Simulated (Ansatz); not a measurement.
# CsLiCr2Te2S3 (Pm) in Ansatz: convergence with wavefunction cutoff

Aim: find how far wavefunction cutoff must go before the results for CsLiCr2Te2S3 settle, at PBE. This setting moves, with any that are tied to it; all else stays.

Everything below comes from runs of Ansatz 0.2.0. Logs are shortened: lines on timing, memory, paths and dates and some standing lists are left out, and cuts for length are marked.

## Step 1: Starting point

Symmetry: Pm, No. 6, monoclinic system. The conventional cell has a = 7.057 Å, b = 3.981 Å, c = 9.084 Å, α = 90.00°, β = 107.12°, γ = 90.00°. Cs (site symmetry m) is surrounded by 3 S at 3.44 to 3.50 Å and 1 Te at 3.93 Å. Around Li (site symmetry m) lie 3 S at 2.21 to 2.30 Å. Cr (site symmetry m) has 5 S at 2.47 to 2.63 Å and 1 Te at 2.79 Å and 2 Li at 2.81 Å as nearest neighbours. Cr (site symmetry m) is surrounded by 2 S at 2.34 to 2.50 Å. Te (site symmetry m) has 3 Cr at 2.76 to 2.79 Å as nearest neighbours. Around Te (site symmetry m) lie 1 S at 2.48 Å and 2 Cr at 2.80 Å. S (site symmetry m) has 2 Li at 2.21 Å and 1 Te at 2.48 Å and 1 Cr at 2.51 Å as nearest neighbours. S (site symmetry m) has 3 Cr at 2.34 to 2.47 Å and 1 Li at 2.63 Å as nearest neighbours.

The cell was built by a generator and needn't be a form met in nature.

## Step 2: With wavefunction cutoff 200 eV

The input, input.yaml:

```yaml
crystal:
  lattice:
    - [7.05684, 0.0, 0.00788]
    - [0.0, 3.9806, 0.0]
    - [-2.68302, 0.0, 8.67869]
  atoms:
    - { symbol: Cs, position: [0.07739, 0.0, 0.37706] }
    - { symbol: Li, position: [0.86424, 0.5, 0.78883] }
    - { symbol: Cr, position: [0.12646, 0.0, 0.94616], spin: 3.0 }
    - { symbol: Cr, position: [0.5929, 0.5, 0.97165], spin: 3.0 }
    - { symbol: Te, position: [0.50838, 0.0, 0.1527] }
    - { symbol: Te, position: [0.55612, 0.0, 0.74893] }
    - { symbol: S, position: [0.87426, 0.0, 0.68502] }
    - { symbol: S, position: [0.25176, 0.5, 0.84402] }
    - { symbol: S, position: [0.96294, 0.5, 0.05357] }
hamiltonian:
  xc: pbe
  pseudopotentials: { kind: paw }
magnetization:
  spin_polarized: true
kpoints:
  mp_grid: { grid: [3, 4, 2] }
scf:
  occupations: { method: fermi_dirac, width: 0.05 }
output:
  forces: true
  stress: true
  eigenvalues: true
basis:
  ecutwfc: "200 eV"
```

Potentials or basis: Ansatz PAW.

The run is started by

```sh
> ansatz run input.yaml --threads 8 --pin off --max-ram 20480MiB --backend cpu --events-out ev --progress --plain --runs-dir out
```

What it wrote:

```text
Warning: basis.ecutwfc = 200 eV is below the records' recommended 420 eV, and the density's cutoff is lower with it unless basis.ecutrho_ratio is high enough to keep the records' density cutoff: compare with a run at a higher cutoff
Warning: RAYON_NUM_THREADS=8 ignored (pool sized by the plan → 8); use --threads N
Engine: ansatz 0.2.0, aarch64-unknown-linux-gnu
Pseudopotentials: kind: paw
Pseudopotential: Cs, paw, valence charge 9, recommended cutoff 420 eV (normal), Cs.paw.azcp
Pseudopotential: Li, paw, valence charge 3, recommended cutoff 420 eV (normal), Li.paw.azcp
Pseudopotential: Cr, paw, valence charge 14, recommended cutoff 420 eV (normal), Cr.paw.azcp
Pseudopotential: Te, paw, valence charge 16, recommended cutoff 420 eV (normal), Te.paw.azcp
Pseudopotential: S, paw, valence charge 6, recommended cutoff 420 eV (normal), S.paw.azcp
Functional definition: PBE
  parameter kappa = 0.804
  parameter beta = 0.06672455060314922
  exchange = pbe_x(kappa = kappa, mu = beta*pi^2/3)
  correlation = pbe_c(beta = beta)
Crystal: 9 atoms, lattice volume = 243.873 Å³
Basis set: ecut = 200 eV, 1575 PW (Γ), exchange–correlation on 72×40×90 points (8 copies of the dense FFT grid, shifted against one another)
Bands: 58, of which v1, the nominal top of the filled ones, is band 45 counted from 1 (44 counted from 0)
Symmetry: 2 space group operations
Space group: Pm (ITA 6), of the structure as read, at distance tolerance 6.2e-5 Å
Magnetic group: BNS 6.18 (UNI 25), of the structure as read, at distance tolerance 6.2e-5 Å
k-points: 12 of 24 (time reversal used)
Non-local potential: Cs, projectors of the file, l = 0: 3, l = 1: 2, l = 2: 2, l = 3: 2
Non-local potential: Li, projectors of the file, l = 0: 3, l = 1: 2, l = 2: 1
Non-local potential: Cr, projectors of the file, l = 0: 3, l = 1: 2, l = 2: 3, l = 3: 1
Non-local potential: Te, projectors of the file, l = 0: 2, l = 1: 2, l = 2: 2, l = 3: 2
Non-local potential: S, projectors of the file, l = 0: 2, l = 1: 2, l = 2: 2
PAW form: soft (Blöchl's): semilocal exchange-correlation on the pseudo side does not see the compensation charge
PAW one-centre angular grid: Cs, 194 points (default); XC on 64 Gauss nodes
PAW one-centre angular grid: Li, 110 points (default); XC on 64 Gauss nodes
PAW one-centre angular grid: Cr, 590 points (default); XC on 64 Gauss nodes
PAW one-centre angular grid: Te, 590 points (default); XC on 64 Gauss nodes
PAW one-centre angular grid: S, 110 points (default); XC on 64 Gauss nodes
[... 29 lines left out ...]
SCF iter  18: F=—  HF=-29269.297938 eV  |F-HF|=—  |Δ(HF+E_count)|=   9.04e-7  Δρ=2.86e-5 (↑2.86e-5 ↓8.45e-6)  dr2=3.86e-6  dr2_m=2.42e-7  M=6.000 μB ∫|m|=7.319 μB  β_m=0.67  ethr=3.51e-9  ⟨swp⟩=2.1  Hψ=2647  notcnv=0  defer=72
SCF iter  19: F=—  HF=-29269.297939 eV  |F-HF|=—  |Δ(HF+E_count)|=   8.25e-7  Δρ=1.22e-5 (↑1.22e-5 ↓4.72e-6)  dr2=9.63e-7  dr2_m=3.40e-8  M=6.000 μB ∫|m|=7.319 μB  β_m=0.83  ethr=3.51e-9  ⟨swp⟩=1.5  Hψ=1493  notcnv=0  defer=72
SCF iter  20: F=—  HF=-29269.297940 eV  |F-HF|=—  |Δ(HF+E_count)|=   2.94e-7  Δρ=3.07e-6 (↑3.07e-6 ↓1.58e-6)  dr2=9.78e-8  dr2_m=1.58e-9  M=6.000 μB ∫|m|=7.319 μB  β_m=0.92  ethr=1.07e-9  ⟨swp⟩=2.0  Hψ=1767  notcnv=0  defer=72
SCF iter  21: F=—  HF=-29269.297940 eV  |F-HF|=—  |Δ(HF+E_count)|=   6.38e-8  Δρ=2.81e-6 (↑2.81e-6 ↓9.83e-7)  dr2=4.65e-8  dr2_m=2.28e-9  M=6.000 μB ∫|m|=7.318 μB  β_m=0.71  ethr=1.09e-10  ⟨swp⟩=2.1  Hψ=2459  notcnv=0  defer=72
SCF iter  22: F=—  HF=-29269.297940 eV  |F-HF|=—  |Δ(HF+E_count)|=   4.14e-9  Δρ=1.89e-6 (↑1.89e-6 ↓9.28e-7)  dr2=2.95e-8  dr2_m=6.07e-10  M=6.000 μB ∫|m|=7.318 μB  β_m=0.85  ethr=5.17e-11  ⟨swp⟩=1.5  Hψ=1459  notcnv=0  defer=72
SCF iter  23: F=-29269.297940 eV  HF=-29269.297940 eV  |F-HF|=2.12e-8  |Δ(HF+E_count)|=   8.43e-9  Δρ=1.51e-6 (↑1.51e-6 ↓9.31e-7)  dr2=2.38e-8  dr2_m=2.17e-10  M=6.000 μB ∫|m|=7.318 μB  ethr=3.27e-11  ⟨swp⟩=8.7  Hψ=4689  notcnv=0
SCF 1 converged in 23 iterations: F = -29269.297940 eV  dr2 = 2.38e-8
SCF converged after 23 iterations
Magnetization: 6.0000 μB (48.0000 up, 42.0000 down)
Absolute magnetization: 7.3214 μB (∫|ρ↑−ρ↓|, with the PAW one-centre terms)
Spin contamination: 0.2960 ħ² per cell (⟨S²⟩ above its minimum at these occupations)
Per-site moments (μB) at R_I (Å): [(0.0011075056176605145, 1.4200953683227364), (0.0009240638328485711, 0.9126230053360187), (2.9477989761251147, 1.0177055008635247), (2.742214263614868, 0.9671201925037592), (-0.1485281263727562, 1.1371301403881684), (-0.0408388662283138, 1.0225099071990138), (-0.03010488086434587, 0.9126230053360187), (-0.11062777786945742, 0.9671201925037592), (-0.053505888073043184, 0.9480964065931007)]
Free energy (F): -29269.297940 eV
Harris-Foulkes:  -29269.297940 eV  (|F-HF|=2.12e-8)
Internal energy: -29269.296725 eV  (E = F + TS)
E sigma→0 (E₀):  -29269.297332 eV
Entropy (-TS):   -0.001214 eV (-0.135 meV/atom)
Fermi energy:    6.749959 eV
--- Per-component energies (eV) ---
  E_band       = -1407.000177
  E_kinetic    = 1613.676767
  E_local      = -11217.326292  (includes V_loc(G=0)·N_el)
  E_nonlocal   = -371.074277
  E_hartree    = 5463.140505
  E_xc         = -1016.932342
  E_vxc        = -982.740168  (∫ρ·V_xc dr)
  E_paw        = -18627.819907  (= ΣΔE_a)
  E_vpaw       = -1375.807562  (= ΣTr[D̂ρ^β])
  E_aug_tail   = -0.022199  (compensation charges beyond the density's cutoff)
  E_ewald      = -5112.938981
  E_smearing   = -0.001214  (= −TS)
  E_closure    = -0.000000  (closes the sum)
  Σ components = -29269.297940   (vs F -29269.297940, Δ=0.00e0)
--- Forces (eV/Å), atoms counted from 1 ---
  atom   1  Cs    -0.02094552     0.00000000     0.00084608
  atom   2  Li    -0.03923048    -0.00000000    -0.02426512
  atom   3  Cr     0.47365874    -0.00000000     0.00176495
  atom   4  Cr    -0.53292683    -0.00000000    -0.04529689
  atom   5  Te     0.09771559    -0.00000000    -0.72563410
  atom   6  Te     0.07827916     0.00000000     0.37290806
  atom   7  S     -0.15222305    -0.00000000     0.04428478
  atom   8  S      0.21984035     0.00000000     0.29961534
  atom   9  S     -0.12414427     0.00000000     0.07574628
  max |Σ_I F_I| component: 3.06e-5 eV/Å
--- Stress (GPa, compression-positive) ---
       -1.638514      -0.000000      -0.140500
       -0.000000      -0.703081      -0.000000
       -0.140501      -0.000000      -1.646418
  P = ⅓ Tr σ = -1.3293 GPa (-13.293 kbar)
--- Band table (eV; the first three rows and the last of 24) ---
  k-point 0 ↑: bands = ["-69.0509", "-68.7478", "-39.8383", "-39.8270", "-39.7711", "-39.5402", "-39.5187", "-39.4844", "-39.0236", "-32.2868", "-32.1979", "-32.1660", "-32.0048", "-31.9713", "-31.2746", "-31.2139", "-31.1762", "-31.1595", "-31.1415", "-15.6717", "-7.3041", "-6.2014", "-5.4755", "-4.5000", "-4.1446", "-2.4866", "-2.3641", "-2.0602", "1.3067", "1.9478", "2.0711", "2.5619", "2.9639", "3.1764", "3.3430", "3.9031", "4.2918", "4.4123", "4.5245", "4.6431", "4.8777", "5.0191", "5.0859", "5.1476", "5.4167", "5.7913", "6.1457", "6.5602", "7.1655", "7.9551", "8.0044", "8.2784", "8.6508", "9.1443", "9.9844", "10.7109", "11.2605", "11.5708"]
  k-point 1 ↑: bands = ["-69.0323", "-68.7319", "-39.7987", "-39.7731", "-39.7660", "-39.5058", "-39.5033", "-39.4572", "-39.0140", "-32.2454", "-32.1309", "-32.0915", "-31.9622", "-31.8972", "-31.2146", "-31.1407", "-31.1345", "-31.0942", "-31.0779", "-15.6695", "-7.3081", "-6.1879", "-5.4583", "-4.5042", "-4.1335", "-2.4805", "-2.4142", "-2.0589", "1.3679", "1.9534", "2.2916", "2.5914", "2.9394", "3.1794", "3.2580", "3.7945", "4.3285", "4.4410", "4.4746", "4.6652", "4.9057", "5.0560", "5.2091", "5.2277", "5.4973", "5.7209", "6.0897", "6.5714", "7.3849", "8.0088", "8.0570", "8.3228", "8.7138", "9.3589", "10.3657", "10.6207", "10.9099", "11.4044"]
  k-point 2 ↑: bands = ["-69.0464", "-68.7457", "-39.8175", "-39.8088", "-39.7760", "-39.5175", "-39.5130", "-39.5010", "-39.0205", "-32.2376", "-32.2108", "-32.1916", "-31.9542", "-31.9472", "-31.2020", "-31.2009", "-31.1795", "-31.1677", "-31.1289", "-15.6207", "-7.1289", "-6.1258", "-5.4009", "-4.3208", "-4.0021", "-2.6050", "-2.4134", "-2.3425", "1.3022", "1.5674", "2.1050", "2.3896", "2.9151", "3.2771", "3.3779", "3.5592", "3.8818", "3.9522", "4.2057", "4.5131", "4.7921", "4.8959", "5.1297", "5.3220", "5.4768", "5.7489", "5.9734", "6.0985", "7.1552", "7.2427", "7.5538", "8.2260", "8.7780", "10.2206", "10.6311", "10.9675", "11.2928", "11.6386"]
  k-point 11 ↓: bands = ["-66.0920", "-65.9289", "-39.0212", "-36.9444", "-36.8438", "-36.7617", "-36.7474", "-36.6961", "-36.6481", "-32.3066", "-32.2219", "-32.1712", "-32.0255", "-31.8711", "-31.2865", "-31.2473", "-31.2110", "-31.1861", "-31.0978", "-15.5687", "-6.9553", "-6.0904", "-5.4496", "-4.2965", "-3.9454", "-3.0529", "-2.3448", "-2.2920", "1.4266", "1.4970", "2.3078", "2.5388", "2.9123", "3.1714", "3.6976", "3.7889", "4.0593", "4.2613", "4.6303", "4.8062", "5.1679", "5.2565", "7.3972", "7.7918", "7.8725", "8.1370", "8.3120", "8.4484", "8.6648", "8.8369", "8.9737", "9.1406", "9.2438", "9.7362", "10.6022", "11.4335", "11.5729", "11.9239"]
```

Run time: 4.8 s. Hardware: 8 threads of Arm Neoverse V1, shared host; peak memory 0.52 GiB.

Results:

| Quantity | Value |
| --- | --- |
| Free energy | -29269.2979 eV |
| Pressure | -1.3 GPa |
| Largest force | 0.732 eV/Å |
| Band gap on the k mesh | 0.42 eV, indirect (least direct gap 0.61 eV) |
| Net moment | 6.00 μB per cell |
| Absolute moment | 7.32 μB per cell |
| Site moments | Cs +0.00; Li +0.00; Cr +2.95, +2.74; Te -0.15, -0.04; S -0.03, -0.11, -0.05 μB |

## Step 3: With wavefunction cutoff 250 eV

input.yaml: that of step 2 with these lines changed.

```diff
@@ -29,2 +29,2 @@
 basis:
-  ecutwfc: "200 eV"
+  ecutwfc: "250 eV"
```

Potentials or basis: Ansatz PAW.

The run is started by

```sh
> ansatz run input.yaml --threads 8 --pin off --max-ram 20480MiB --backend cpu --events-out ev --progress --plain --runs-dir out
```

It took 5.8 s on 8 threads of Arm Neoverse V1, shared host; peak memory 0.61 GiB.

Results:

```yaml
Free_energy: -29297.3145 eV
Pressure: 0.3 GPa
Largest_force: 0.109 eV/Å
Band_gap_on_the_k_mesh: 0.52 eV, indirect (least direct gap 0.74 eV)
Net_moment: 6.00 μB per cell
Absolute_moment: 7.23 μB per cell
Site_moments: Cs +0.00; Li +0.00; Cr +2.90, +2.70; Te -0.13, -0.04; S -0.03, -0.11, -0.05 μB
```

## Step 4: With wavefunction cutoff 300 eV

input.yaml: that of step 3 with these lines changed.

```diff
@@ -29,2 +29,2 @@
 basis:
-  ecutwfc: "250 eV"
+  ecutwfc: "300 eV"
```

The run is started by

```sh
> ansatz run input.yaml --threads 8 --pin off --max-ram 20480MiB --backend cpu --events-out ev --progress --plain --runs-dir out
```

Run time: 7.9 s. Hardware: 8 threads of Arm Neoverse V1, shared host; peak memory 0.73 GiB.

Results:

```
Free energy            : -29302.0261 eV
Pressure               : 0.0 GPa
Largest force          : 0.036 eV/Å
Band gap on the k mesh : 0.55 eV, indirect (least direct gap 0.75 eV)
Net moment             : 6.00 μB per cell
Absolute moment        : 7.22 μB per cell
Site moments           : Cs +0.00; Li +0.00; Cr +2.89, +2.69; Te -0.13, -0.04; S -0.03, -0.10, -0.05 μB
```

## Step 5: With wavefunction cutoff 350 eV

input.yaml: that of step 4 with these lines changed.

```diff
@@ -29,2 +29,2 @@
 basis:
-  ecutwfc: "300 eV"
+  ecutwfc: "350 eV"
```

The run is started by

```sh
> ansatz run input.yaml --threads 8 --pin off --max-ram 20480MiB --backend cpu --events-out ev --progress --plain --runs-dir out
```

It took 9.2 s on 8 threads of Arm Neoverse V1, shared host; peak memory 0.82 GiB.

Results:

| Property | Result |
| --- | --- |
| Free energy | -29302.6547 eV |
| Pressure | 0.1 GPa |
| Largest force | 0.025 eV/Å |
| Band gap on the k mesh | 0.56 eV, indirect (least direct gap 0.76 eV) |
| Net moment | 6.00 μB per cell |
| Absolute moment | 7.21 μB per cell |
| Site moments | Cs +0.00; Li +0.00; Cr +2.89, +2.69; Te -0.13, -0.04; S -0.03, -0.10, -0.05 μB |

## Step 6: With wavefunction cutoff 400 eV

input.yaml: that of step 5 with these lines changed.

```diff
@@ -29,2 +29,2 @@
 basis:
-  ecutwfc: "350 eV"
+  ecutwfc: "400 eV"
```

Potentials or basis: Ansatz PAW.

The run is started by

```sh
> ansatz run input.yaml --threads 8 --pin off --max-ram 20480MiB --backend cpu --events-out ev --progress --plain --runs-dir out
```

Wall time 11 s (8 threads of Arm Neoverse V1, shared host); peak memory 0.94 GiB.

The run converged. Its results:

| Item | Value |
| --- | --- |
| Free energy | -29302.7095 eV |
| Pressure | 0.1 GPa |
| Largest force | 0.023 eV/Å |
| Band gap on the k mesh | 0.56 eV, indirect (least direct gap 0.76 eV) |
| Net moment | 6.00 μB per cell |
| Absolute moment | 7.21 μB per cell |
| Site moments | Cs +0.00; Li +0.00; Cr +2.89, +2.69; Te -0.13, -0.04; S -0.03, -0.10, -0.05 μB |

## Step 7: With wavefunction cutoff 450 eV

input.yaml: that of step 6 with these lines changed.

```diff
@@ -29,2 +29,2 @@
 basis:
-  ecutwfc: "400 eV"
+  ecutwfc: "450 eV"
```

The run is started by

```sh
> ansatz run input.yaml --threads 8 --pin off --max-ram 20480MiB --backend cpu --events-out ev --progress --plain --runs-dir out
```

It took 13 s on 8 threads of Arm Neoverse V1, shared host; peak memory 1.1 GiB.

It converged, with:

* Free energy: -29302.7144 eV
* Pressure: 0.1 GPa
* Largest force: 0.023 eV/Å
* Band gap on the k mesh: 0.56 eV, indirect (least direct gap 0.77 eV)
* Net moment: 6.00 μB per cell
* Absolute moment: 7.21 μB per cell
* Site moments: Cs +0.00; Li +0.00; Cr +2.89, +2.69; Te -0.13, -0.04; S -0.03, -0.10, -0.05 μB

## Step 8: With wavefunction cutoff 500 eV

input.yaml: that of step 7 with these lines changed.

```diff
@@ -29,2 +29,2 @@
 basis:
-  ecutwfc: "450 eV"
+  ecutwfc: "500 eV"
```

The run is started by

```sh
> ansatz run input.yaml --threads 8 --pin off --max-ram 20480MiB --backend cpu --events-out ev --progress --plain --runs-dir out
```

Run time: 15 s. Hardware: 8 threads of Arm Neoverse V1, shared host; peak memory 1.2 GiB.

The run converged. Its results:

```
Free energy            : -29302.7175 eV
Pressure               : 0.0 GPa
Largest force          : 0.023 eV/Å
Band gap on the k mesh : 0.56 eV, indirect (least direct gap 0.77 eV)
Net moment             : 6.00 μB per cell
Absolute moment        : 7.21 μB per cell
Site moments           : Cs +0.00; Li +0.00; Cr +2.89, +2.69; Te -0.13, -0.04; S -0.03, -0.10, -0.05 μB
```

## Step 9: With wavefunction cutoff 600 eV

input.yaml: that of step 8 with these lines changed.

```diff
@@ -29,2 +29,2 @@
 basis:
-  ecutwfc: "500 eV"
+  ecutwfc: "600 eV"
```

Potentials or basis: Ansatz PAW.

The run is started by

```sh
> ansatz run input.yaml --threads 8 --pin off --max-ram 20480MiB --backend cpu --events-out ev --progress --plain --runs-dir out
```

Run time: 19 s. Hardware: 8 threads of Arm Neoverse V1, shared host; peak memory 1.5 GiB.

Results (log left out):

```
Free energy            : -29302.7200 eV
Pressure               : 0.0 GPa
Largest force          : 0.024 eV/Å
Band gap on the k mesh : 0.56 eV, indirect (least direct gap 0.77 eV)
Net moment             : 6.00 μB per cell
Absolute moment        : 7.21 μB per cell
Site moments           : Cs +0.00; Li +0.00; Cr +2.89, +2.69; Te -0.13, -0.04; S -0.03, -0.10, -0.05 μB
```

## Step 10: With wavefunction cutoff 800 eV

input.yaml: that of step 9 with these lines changed.

```diff
@@ -29,2 +29,2 @@
 basis:
-  ecutwfc: "600 eV"
+  ecutwfc: "800 eV"
```

The run is started by

```sh
> ansatz run input.yaml --threads 8 --pin off --max-ram 20480MiB --backend cpu --events-out ev --progress --plain --runs-dir out
```

It took 29 s on 8 threads of Arm Neoverse V1, shared host; peak memory 2.2 GiB.

It converged, with:

* Free energy: -29302.7209 eV
* Pressure: 0.0 GPa
* Largest force: 0.024 eV/Å
* Band gap on the k mesh: 0.56 eV, indirect (least direct gap 0.77 eV)
* Net moment: 6.00 μB per cell
* Absolute moment: 7.21 μB per cell
* Site moments: Cs +0.00; Li +0.00; Cr +2.89, +2.69; Te -0.13, -0.04; S -0.03, -0.10, -0.05 μB

## Step 11: The series at a glance

```
wavefunction cutoff  energy less the tightest run, at zero smearing (meV/atom)  pressure (GPa)  largest force (eV/Å)  absolute moment (μB)  gap on the mesh (eV)  SCF cycles  CPU time (s)  peak memory (GiB)
             200 eV                                                    3713.71           -1.33                 0.732                  7.32                 0.423          23            35               0.52
             250 eV                                                     600.72            0.34                 0.109                  7.23                 0.517          20            43               0.61
             300 eV                                                      77.21            0.00                 0.036                  7.22                 0.552          23            59               0.73
             350 eV                                                       7.35            0.05                 0.025                  7.21                 0.559          23            70               0.82
             400 eV                                                       1.27            0.05                 0.023                  7.21                 0.562          23            83               0.94
             450 eV                                                       0.73            0.05                 0.023                  7.21                 0.562          23            98                1.1
             500 eV                                                       0.38            0.05                 0.023                  7.21                 0.562          23           110                1.2
             600 eV                                                       0.11            0.05                 0.024                  7.21                 0.562          23           150                1.5
             800 eV                                                       0.00            0.05                 0.024                  7.21                 0.562          23           220                2.2
```

Against the tightest run, the energy stays within 1 meV/atom from 450 eV on; the pressure stays within 0.1 GPa from 300 eV on; the largest force stays within 0.005 eV/Å from 350 eV on; the absolute moment stays within 0.02 μB from 250 eV on; the gap on the mesh stays within 0.01 eV from 300 eV on. The tightest run that finished is the yardstick and may itself not be fully converged.

Caveats: odd divisions of the mesh miss points on the zone boundary, where band edges often lie, so the gap on the mesh can be too wide; spin-orbit coupling is left out, which moves the levels of the heavy elements; only a ferromagnetic start was run, and an antiferromagnetic order may lie lower in energy.
